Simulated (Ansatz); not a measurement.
# CH3BClN: one species, many methods

Aim: compute CH3BClN with functionals from several rungs and with coupled cluster. The yardstick is the atomisation energy at the CCSD(T) limit.

The runs use Ansatz 0.2.0, Gaussian basis; functionals in def2-TZVPP, the program's frozen cores in correlated methods.

Plan: LDA (SPW92), PBE-D4, revPBE-D4, BLYP-D4, r2SCAN-D4, B97M-V, PBE0-D4, B3LYP-D4, r2SCANh-D4, r2SCAN0-D4, HSE06-D4, BHLYP-D4, CAM-B3LYP-D4, LC-ωPBE, ωB97X-V, ωB97M-V, B2PLYP, PBE-QIDH; CCSD(T)/def2-SVP; CCSD(T)/def2-TZVPP; MP2/def2-QZVPP; extrapolation to the limit; RPA on PBE.

## 1. The geometry

An earlier PBE0-D4 in a triple-zeta def2 set relaxation fixed the geometry.

7 atoms, charge 0, spin multiplicity 1.

Atoms are counted from 1 here; the program's logs count them from 0.

Bond lengths: B1–N2 1.362 Å, B1–H5 1.195 Å, B1–H6 1.195 Å, N2–C3 1.226 Å, C3–Cl4 1.745 Å, C3–H7 1.088 Å. Angles: N2–B1–H5 118.6°, N2–B1–H6 118.6°, H5–B1–H6 122.7°, B1–N2–C3 176.1°, N2–C3–Cl4 123.5°, N2–C3–H7 125.0°, Cl4–C3–H7 111.5°.

## 2. LDA

This LDA is Slater exchange with PW92 correlation.

in.yaml

```yaml
crystal:
  periodic: [false, false, false]
  atoms:
    - {symbol: B, position_ang: [-0.196794, 1.329311, -0.177313]}
    - {symbol: N, position_ang: [-0.115287, -0.014285, 0.028246]}
    - {symbol: C, position_ang: [0.038659, -1.219328, 0.190143]}
    - {symbol: Cl, position_ang: [1.553074, -2.043321, -0.082352]}
    - {symbol: H, position_ang: [-0.512863, 1.724755, -1.260279]}
    - {symbol: H, position_ang: [0.031185, 2.063831, 0.737864]}
    - {symbol: H, position_ang: [-0.736774, -1.908965, 0.517890]}
basis:
  gaussian: {orbitals: def2-TZVPP}
hamiltonian: {xc: lda}
output: {orbitals: {seedname: orbitals}}
```

Launch:

```bash
ansatz run in.yaml --threads 2 --pin off --events-out ev --progress --plain --max-ram 4352MiB
```

Further steps of the session: PBE-D4 (GGA); revPBE-D4 (GGA); BLYP-D4 (GGA); r2SCAN-D4 (meta-GGA); B97M-V (meta-GGA); B3LYP-D4 (hybrid); r2SCANh-D4 (hybrid); r2SCAN0-D4 (hybrid); HSE06-D4 (hybrid); BHLYP-D4 (hybrid); CAM-B3LYP-D4 (range-separated); LC-ωPBE (range-separated); ωB97X-V (range-separated); ωB97M-V (range-separated); B2PLYP (double hybrid); PBE-QIDH (double hybrid); CCSD(T) in def2-SVP; CCSD(T) in def2-TZVPP; MP2 in def2-QZVPP; RPA on PBE orbitals.

**Question.** What will the summary of the whole plan be? Wanted: atomisation energy, CCSD(T)/CBS; farthest beyond LDA; mean size of error, GGA; mean size of error, meta-GGA; mean size of error, hybrid; mean size of error, range-separated; mean size of error, double hybrid; gap, smallest and largest; T1 diagnostic.

The runs gave:

| quantity | value |
| --- | --- |
| atomisation energy, CCSD(T)/CBS | 617.7 kcal/mol |
| functionals within 3.1 kcal/mol (0.5 %) | B2PLYP, PBE-QIDH |
| farthest beyond LDA | PBE-D4 (+32.2 kcal/mol) |
| mean size of error, GGA | 20.8 kcal/mol |
| mean size of error, meta-GGA | 10.7 kcal/mol |
| mean size of error, hybrid | 10.3 kcal/mol |
| mean size of error, range-separated | 7.5 kcal/mol |
| mean size of error, double hybrid | 1.8 kcal/mol |
| gap, smallest and largest | 4.96 eV (LDA (SPW92)), 12.40 eV (LC-ωPBE) |
| T1 diagnostic | 0.0145 |
| triples share of the correlation energy | 4.5 % |

In words: The LDA atomisation energy is off by 110.8 kcal/mol (18 %): it overbinds. PBE-D4 is off by +32.2 kcal/mol. Double hybrids carry the basis error of their MP2 part in triple zeta, and no dispersion term here, so their miss is partly the set-up's. Taken by rung, double hybrid functionals do best (1.8 kcal/mol on average) and GGA ones worst beyond LDA (20.8 kcal/mol). The reference freezes the cores and leaves out relativity and excitations past (T), so misses under about 3.1 kcal/mol can't be ranked. Hartree-Fock recovers 71 % of the binding; the rest is correlation. CCSD(T) in def2-SVP is off by -31.1 kcal/mol, worse than the median functional, from the basis alone. Orbital gaps span 5.0 to 12.4 eV; exact exchange widens them.
